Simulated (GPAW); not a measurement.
# HPbNO4 (P1) in GPAW: notebook, part 2 of 2

GPAW 26.7.0. Earlier steps stand in the parts before.

## Step 5: Band structure, PBE

Input file run.py:

```python
from ase import Atoms
from ase.dft.bandgap import bandgap
from ase.io import write
from ase.units import GPa
from ase.parallel import parprint
from gpaw import GPAW, PW

atoms = Atoms(['H', 'Pb', 'N', 'O', 'O', 'O', 'O'],
              cell=[[4.19923, 0.11117, 0.16817],
                    [1.916, 3.89132, 0.12568],
                    [1.76085, 1.25259, 6.37266]],
              scaled_positions=[[0.89145, 0.68202, 0.62796],
                                [0.14426, 0.92872, 0.88352],
                                [0.2567, 0.28861, 0.30171],
                                [0.83108, 0.65056, 0.78405],
                                [0.38694, 0.2238, 0.11295],
                                [0.31104, 0.03576, 0.45856],
                                [0.07726, 0.60633, 0.32275]],
              pbc=True)

calc = GPAW(mode=PW(800),
            xc='PBE',
            kpts={'size': (5, 5, 3), 'gamma': True},
            occupations={'name': 'fermi-dirac', 'width': 0.05},
            nbands=39,
            convergence={'density': 1e-05, 'energy': 1e-05},
            maxiter=150,
            txt='gpaw.txt')
atoms.calc = calc
energy = atoms.get_potential_energy()
forces = atoms.get_forces()
stress = atoms.get_stress()
calc.write('gs.gpw')
write('result.traj', atoms)
parprint(f'Energy: {energy:.6f} eV')
parprint('Forces (eV/A):')
parprint(forces.round(4))
parprint('Stress (GPa):', (stress / GPa).round(3))
parprint('Fermi level:', round(calc.get_fermi_level(), 4), 'eV')
parprint(f'Gap: {bandgap(calc)[0]:.4f} eV, direct: {bandgap(calc, direct=True)[0]:.4f} eV')

path = atoms.cell.bandpath('XGY,LGZ,NGM,RG', npoints=60, eps=1e-4)
bs_calc = calc.fixed_density(kpts=path, symmetry='off', nbands=60,
                             convergence={'bands': 'CBM+6.0', 'eigenstates': 1e-6}, txt='bands.txt')
bs = bs_calc.band_structure()
bs.write('bs.json')
parprint(f'Gap on the path: {bandgap(bs_calc)[0]:.4f} eV')
```

Potentials or basis: GPAW PAW data sets (gpaw-data 1.2.1), pw.

Launch:

```sh
$ OMP_NUM_THREADS=1 mpirun -n 8 gpaw python run.py
```

Run time: 48 s. Hardware: 8 MPI ranks of Intel Xeon Platinum 8488C (Sapphire Rapids), shared host; peak memory 0.35 GiB.

It converged, with:

```
Free energy             : -41.7755 eV
Pressure                : -0.3 GPa
Largest force           : 0.094 eV/Å
Band gap on the k mesh  : 2.86 eV, indirect (least direct gap 2.87 eV)
Band gap along the path : 3.05 eV, direct
```

Forces on the atoms (eV/Å):
```
H    0.003 -0.004 -0.079
Pb  -0.002 -0.018 -0.013
N   -0.002  0.006 -0.018
O   -0.001  0.020  0.092
O    0.001  0.002  0.001
O    0.001 -0.013  0.019
O    0.000  0.008 -0.002
```

Stress tensor (GPa, compression positive):
```
-0.37  0.02  0.00
 0.02 -0.29 -0.01
 0.00 -0.01 -0.16
```

Levels at the corners of the path, in eV from the valence-band top:
| point | band 18 | band 19 | band 20 | band 21 | band 22 | band 23 | band 24 | band 25 | band 26 | band 27 |
| --- | --- | --- | --- | --- | --- | --- | --- | --- | --- | --- |
| X | -1.94 | -1.48 | -1.43 | -1.22 | -0.83 | 3.56 | 3.85 | 5.52 | 6.34 | 7.68 |
| Γ | -1.98 | -1.97 | -1.50 | -1.30 | -0.64 | 3.66 | 4.38 | 5.52 | 6.27 | 6.40 |
| Y | -2.23 | -1.84 | -1.41 | -0.60 | -0.14 | 3.19 | 4.59 | 5.53 | 6.59 | 8.38 |
| L | -1.94 | -1.86 | -1.56 | -0.49 | -0.18 | 3.34 | 4.15 | 5.38 | 6.58 | 8.39 |
| Γ | -1.98 | -1.97 | -1.50 | -1.30 | -0.64 | 3.66 | 4.38 | 5.52 | 6.27 | 6.40 |
| Z | -2.23 | -1.47 | -1.34 | -0.57 | 0.00 | 3.05 | 4.11 | 5.23 | 7.06 | 7.91 |
| N | -2.16 | -1.83 | -1.38 | -0.35 | -0.12 | 3.07 | 3.92 | 5.61 | 7.10 | 7.14 |
| Γ | -1.98 | -1.97 | -1.50 | -1.30 | -0.64 | 3.66 | 4.38 | 5.52 | 6.27 | 6.40 |
| M | -1.95 | -1.76 | -1.59 | -0.53 | -0.22 | 3.30 | 4.17 | 5.48 | 6.47 | 8.40 |
| R | -2.18 | -1.77 | -1.48 | -0.67 | -0.16 | 3.12 | 4.66 | 5.61 | 6.48 | 8.38 |
| Γ | -1.98 | -1.97 | -1.50 | -1.30 | -0.64 | 3.66 | 4.38 | 5.52 | 6.27 | 6.40 |

Caveat: spin-orbit coupling is left out, which as a rule narrows the gap of such compounds by several tenths of an eV.

## Step 6: Band structure, PBEsol

Changes to run.py since step 5:

```diff
@@ -5,3 +5,5 @@
 from ase.parallel import parprint
-from gpaw import GPAW, PW
+from gpaw import GPAW, PW, setup_paths
+
+setup_paths.insert(0, '.')
 
@@ -21,3 +23,3 @@
 calc = GPAW(mode=PW(800),
-            xc='PBE',
+            xc='PBEsol',
             kpts={'size': (5, 5, 3), 'gamma': True},
```

Potentials or basis: PAW data sets generated in the run's folder for this functional, pw.

Launch:

```sh
$ gpaw-setup -f PBEsol H N O Pb
$ OMP_NUM_THREADS=1 mpirun -n 8 gpaw python run.py
```

gpaw.txt:

```text
__  _  _
 | _ |_)|_||  |
 |__||  | ||/\| - 26.7.0

Input parameters:
  mode=PW(ecut=800.0),
  convergence={'density': 1e-05, 'energy': 1e-05},
  kpts=MonkhorstPack(size=(5, 5, 3), gamma=True),
  maxiter=150,
  nbands=39,
  occupations=Occupations(name='fermi-dirac', width=0.05),
  xc=XC(name='PBEsol')

Diagonalizing LCAO Hamiltonian
Converting LCAO to pw mode

              Pb
                   O
                   H

        O
        O

        O

Atoms  # Å, Bohr magnetons
|   | symbol |        x |        y |        z |    initial magnetic moments |
|---|--------|----------|----------|----------|-----------------------------|
| 0 |      H | 6.155897 | 3.539637 | 4.237407 | ( 0.0000,  0.0000,  0.0000) |
| 1 |     Pb | 3.940955 | 4.736672 | 5.771354 | ( 0.0000,  0.0000,  0.0000) |
| 2 |      N | 2.162185 | 1.529530 | 2.002137 | ( 0.0000,  0.0000,  0.0000) |
| 3 |      O | 6.116963 | 3.606021 | 5.218009 | ( 0.0000,  0.0000,  0.0000) |
| 4 |      O | 2.252539 | 1.055374 | 0.812991 | ( 0.0000,  0.0000,  0.0000) |
| 5 |      O | 2.182100 | 0.748120 | 2.979049 | ( 0.0000,  0.0000,  0.0000) |
| 6 |      O | 2.054475 | 2.772286 | 2.145972 | ( 0.0000,  0.0000,  0.0000) |

Unit cell  # Å
| periodic |        x |        y |        z |  lengths |    angles |
|----------|----------|----------|----------|----------|-----------|
|      yes | 4.199230 | 0.111170 | 0.168170 | 4.204066 | 71.946597 |
|      yes | 1.916000 | 3.891320 | 0.125680 | 4.339265 | 72.291015 |
|      yes | 1.760850 | 1.252590 | 6.372660 | 6.729069 | 62.230627 |

Number of symmetries: 1
Symmetry operations  # r_c * U_cc + t_c -> r_c
[... 188 lines left out ...]
|iter:   5| |  -43.711035 | -2.85 | -1.75 |
|iter:   6| |  -43.705133 | -3.40 | -2.07 |
|iter:   7| |  -43.704480 | -4.32 | -2.65 |
|iter:   8| |  -43.704543 | -5.27 | -2.94 |
|iter:   9| |  -43.704545c| -6.06 | -3.57 |
|iter:  10| |  -43.704543c| -6.76 | -3.97 |
|iter:  11| |  -43.704543c| -7.68c| -4.26 |
|iter:  12| |  -43.704543c| -8.04c| -4.96 |
|iter:  13| |  -43.704543c| -8.70c| -5.48c|

Converged in 13 steps
Energy contributions relative to reference atoms: (reference = -576747.076509)

Energy contributions:
  Kinetic:          49.917915
  Coulomb:         -52.821613
  Zero:              0.893852
  External:          0.000000
  Xc:              -41.694697
  Entropy:          -0.000000
  Spinorbit:         0.000000
  ----------------------------
  Free energy:     -43.704543
  Extrapolated:    -43.704543

dipole moment: (-9.377250, 3.540503, 6.127545)  # |e|*Ang

Fermi level: 2.552
Eigenvalues  # (at kpt = [0.000, 0.000, 0.000])
| band index |      eig [eV] | occ [0-2] |
|------------|---------------|-----------|
|          0 |       -24.335 |     2.000 |
|        ... |               |           |
|         14 |        -2.062 |     2.000 |
|         15 |        -1.051 |     2.000 |
|         16 |        -0.810 |     2.000 |
|         17 |        -0.575 |     2.000 |
|         18 |        -0.561 |     2.000 |
|         19 |        -0.114 |     2.000 |
[... 8 lines left out ...]
|         28 |        11.839 |     0.000 |
|         29 |        12.982 |     0.000 |
|        ... |               |           |
|         38 |        17.453 |     0.000 |

Gap: 2.854 eV
Transition (v -> c):
  (s=0, k=10, n=21, [0.20, -0.40, 0.33]) -> (s=0, k=8, n=22, [0.20, -0.40, -0.33])
Direct/indirect transitions are different
Direct gap: 2.863 eV
Transition at: (s=0, k=8, n=21, [0.20, -0.40, -0.33])

Forces  # eV/Ang
|        x |        y |        z |
|----------|----------|----------|
|  0.01208 | -0.02801 | -0.29734 |  # H    0
| -0.00297 | -0.09581 | -0.04330 |  # Pb   1
| -0.00386 |  0.02484 | -0.02715 |  # N    2
| -0.00544 |  0.07184 |  0.35789 |  # O    3
| -0.02541 |  0.14517 |  0.26561 |  # O    4
| -0.00800 |  0.19870 | -0.19576 |  # O    5
|  0.03353 | -0.31669 | -0.06011 |  # O    6

Stress tensor  # eV/Ang^3
|         x |         y |         z |
|-----------|-----------|-----------|
|  0.015244 | -0.000765 | -0.000234 |
| -0.000765 |  0.022106 | -0.000389 |
| -0.000234 | -0.000389 |  0.020453 |

# Writing to gs.gpw (mode='')
```

Wall time 49 s (8 MPI ranks of Intel Xeon Platinum 8488C (Sapphire Rapids), shared host); peak memory 0.35 GiB.

Results:

```
Free energy             : -43.7045 eV
Pressure                : -3.1 GPa
Largest force           : 0.365 eV/Å
Band gap on the k mesh  : 2.85 eV, indirect (least direct gap 2.86 eV)
Band gap along the path : 3.04 eV, direct
```

Forces in eV/Å, atoms in the order of the input:
```
H    0.012 -0.028 -0.297
Pb  -0.003 -0.096 -0.043
N   -0.004  0.025 -0.027
O   -0.005  0.072  0.358
O   -0.025  0.145  0.266
O   -0.008  0.199 -0.196
O    0.034 -0.317 -0.060
```

Stress tensor (GPa, compression positive):
```
-2.44  0.12  0.04
 0.12 -3.54  0.06
 0.04  0.06 -3.28
```

Levels at the corners of the path, in eV from the valence-band top:
```
point  band 19  band 20  band 21  band 22  band 23  band 24  band 25  band 26
    X    -1.49    -1.45    -1.24    -0.82     3.56     3.78     5.43     6.25
    Γ    -1.98    -1.53    -1.33    -0.63     3.67     4.29     5.43     6.19
    Y    -1.86    -1.43    -0.60    -0.15     3.18     4.52     5.45     6.51
    L    -1.87    -1.59    -0.47    -0.20     3.34     4.06     5.30     6.51
    Γ    -1.98    -1.53    -1.33    -0.63     3.67     4.29     5.43     6.19
    Z    -1.47    -1.35    -0.56     0.00     3.04     4.03     5.15     6.99
    N    -1.85    -1.38    -0.33    -0.12     3.07     3.83     5.53     7.06
    Γ    -1.98    -1.53    -1.33    -0.63     3.67     4.29     5.43     6.19
    M    -1.77    -1.61    -0.51    -0.24     3.30     4.08     5.40     6.40
    R    -1.78    -1.50    -0.67    -0.16     3.11     4.59     5.54     6.40
    Γ    -1.98    -1.53    -1.33    -0.63     3.67     4.29     5.43     6.19
```

Caveat: spin-orbit coupling is left out, which as a rule narrows the gap of such compounds by several tenths of an eV. A hybrid or GW would open this gap; PBEsol tends to underestimate it.

## Step 7: Density of states, PBE

Changes to run.py since step 6:

```diff
@@ -1 +1,2 @@
+import numpy as np
 from ase import Atoms
@@ -5,5 +6,3 @@
 from ase.parallel import parprint
-from gpaw import GPAW, PW, setup_paths
-
-setup_paths.insert(0, '.')
+from gpaw import GPAW, PW
 
@@ -23,3 +22,3 @@
 calc = GPAW(mode=PW(800),
-            xc='PBEsol',
+            xc='PBE',
             kpts={'size': (5, 5, 3), 'gamma': True},
@@ -43,7 +42,14 @@
 
-path = atoms.cell.bandpath('XGY,LGZ,NGM,RG', npoints=60, eps=1e-4)
-bs_calc = calc.fixed_density(kpts=path, symmetry='off', nbands=60,
-                             convergence={'bands': 'CBM+6.0', 'eigenstates': 1e-6}, txt='bands.txt')
-bs = bs_calc.band_structure()
-bs.write('bs.json')
-parprint(f'Gap on the path: {bandgap(bs_calc)[0]:.4f} eV')
+dense = calc.fixed_density(kpts={'size': (7, 7, 4), 'gamma': True}, update_fermi_level=True,
+                           nbands=60, convergence={'bands': 'CBM+6.0', 'eigenstates': 1e-6}, txt='dos.txt')
+ef = dense.get_fermi_level()
+dos = dense.dos(shift_fermi_level=False)
+energies = np.linspace(ef - 14, ef + 6, 401)
+spins = [None]
+columns = [energies] + [dos.raw_dos(energies, spin=s, width=0.1) for s in spins]
+for symbol, l in [('H', 0), ('N', 0), ('N', 1), ('O', 0), ('O', 1), ('Pb', 0), ('Pb', 1), ('Pb', 2)]:
+    for s in spins:
+        columns.append(sum(dos.raw_pdos(energies, a=a.index, l=l, spin=s, width=0.1)
+                           for a in atoms if a.symbol == symbol))
+np.savetxt('dos.dat', np.array(columns).T, fmt='%.4f')
+parprint('Fermi level on the dense mesh:', round(ef, 4), 'eV')
```

Potentials or basis: GPAW PAW data sets (gpaw-data 1.2.1), pw.

Launch:

```sh
$ OMP_NUM_THREADS=1 mpirun -n 8 gpaw python run.py
```

It took 55 s on 8 MPI ranks of Intel Xeon Platinum 8488C (Sapphire Rapids), shared host; peak memory 0.39 GiB.

The run converged. Its results:

```yaml
Free_energy: -41.7755 eV
Pressure: -0.3 GPa
Largest_force: 0.094 eV/Å
Band_gap_on_the_k_mesh: 2.86 eV, indirect (least direct gap 2.87 eV)
```

Forces on the atoms (eV/Å):
```
H    0.003 -0.004 -0.079
Pb  -0.002 -0.018 -0.013
N   -0.002  0.006 -0.018
O   -0.001  0.020  0.092
O    0.001  0.002  0.001
O    0.001 -0.013  0.019
O    0.000  0.008 -0.002
```

Stress tensor (GPa, compression positive):
```
-0.37  0.02  0.00
 0.02 -0.29 -0.01
 0.00 -0.01 -0.16
```

Levels at points of the mesh, in eV from the valence-band top:
| k point | band 19 | band 20 | band 21 | band 22 | band 23 | band 24 | band 25 | band 26 |
| --- | --- | --- | --- | --- | --- | --- | --- | --- |
| (0.00, 0.00, 0.00) | -2.03 | -1.56 | -1.36 | -0.70 | 3.60 | 4.32 | 5.46 | 6.21 |

States per cell in windows of 1 eV (zero at the valence-band top; states under -8 eV left out):
```
from (eV)  total
     -8.0   4.97
     -7.0   1.55
     -6.0   0.45
     -5.0   1.86
     -4.0   0.39
     -3.0   5.75
     -2.0   4.25
     -1.0   3.61
      0.0   0.13
      1.0   0.00
      2.0   0.32
      3.0   1.77
      4.0   2.05
      5.0   2.26
      6.0   1.61
```

Caveat: spin-orbit coupling is left out, which as a rule narrows the gap of such compounds by several tenths of an eV; an odd mesh through Γ misses points on the zone boundary, where band edges often lie.

## Step 8: The reference run

An earlier run on the cell as given: functional PBE; potentials or basis GPAW PAW data sets (gpaw-data 1.2.1); cutoff 800 eV; basis pw; k mesh 7 × 7 × 5; occupations fermi-dirac, width 0.05 eV; no spin polarisation.

* Pressure: -0.3 GPa
* Largest force: 0.094 eV/Å
* Band gap on the k mesh: 2.81 eV, indirect (least direct gap 2.83 eV)

## Step 9: Overview

| task | level | potentials or basis | spin | k mesh | band path | band points | spin axis theta (degrees) | spin axis phi (degrees) | soc after scf | gap on the mesh (eV) | pressure (GPa) | largest force (eV/Å) |
| --- | --- | --- | --- | --- | --- | --- | --- | --- | --- | --- | --- | --- |
| band structure | PBE | GPAW PAW data sets (gpaw-data 1.2.1), pw | off | 7 × 7 × 5 | XGY,LGZ,NGM,RG | 80 | - | - | - | 2.81 | -0.3 | 0.09 |
| band structure | PBE | GPAW PAW data sets (gpaw-data 1.2.1), pw | SOC, no magnetisation | 7 × 7 × 5 | XGY,LGZ,NGM,RG | 80 | 90 | 45 | second variation | 2.53 | -0.3 | 0.09 |
| band structure | LDA | the program's PAW data sets (release 1.2.1) made for this functional, pw | off | 5 × 5 × 3 | XGY,LGZ,NGM,RG | 60 | - | - | - | 2.78 | -6.2 | 0.74 |
| band structure | PBE | GPAW PAW data sets (gpaw-data 1.2.1), pw | off | 5 × 5 × 3 | XGY,LGZ,NGM,RG | 60 | - | - | - | 2.86 | -0.3 | 0.09 |
| band structure | PBEsol | PAW data sets generated in the run's folder for this functional, pw | off | 5 × 5 × 3 | XGY,LGZ,NGM,RG | 60 | - | - | - | 2.85 | -3.1 | 0.37 |
| density of states | PBE | GPAW PAW data sets (gpaw-data 1.2.1), pw | off | 5 × 5 × 3 | - | - | - | - | - | 2.86 | -0.3 | 0.09 |
| single point | PBE | GPAW PAW data sets (gpaw-data 1.2.1), pw | off | 7 × 7 × 5 | - | - | - | - | - | 2.81 | -0.3 | 0.09 |

Alike in all rows: cell as given; cutoff (eV) 800; smearing fermi-dirac 0.05 eV.

Caveats: spin-orbit coupling is left out, which as a rule narrows the gap of such compounds by several tenths of an eV (some runs); an odd mesh through Γ misses points on the zone boundary, where band edges often lie (some runs); spin-orbit coupling was added after a scalar SCF, so levels and gaps hold it while energy, forces, pressure and moments don't (some runs); this program's spin-orbit splittings come out too wide for heavy elements (some runs).

Total energies depend on the potentials used, so only differences within one code and one set of settings carry meaning.
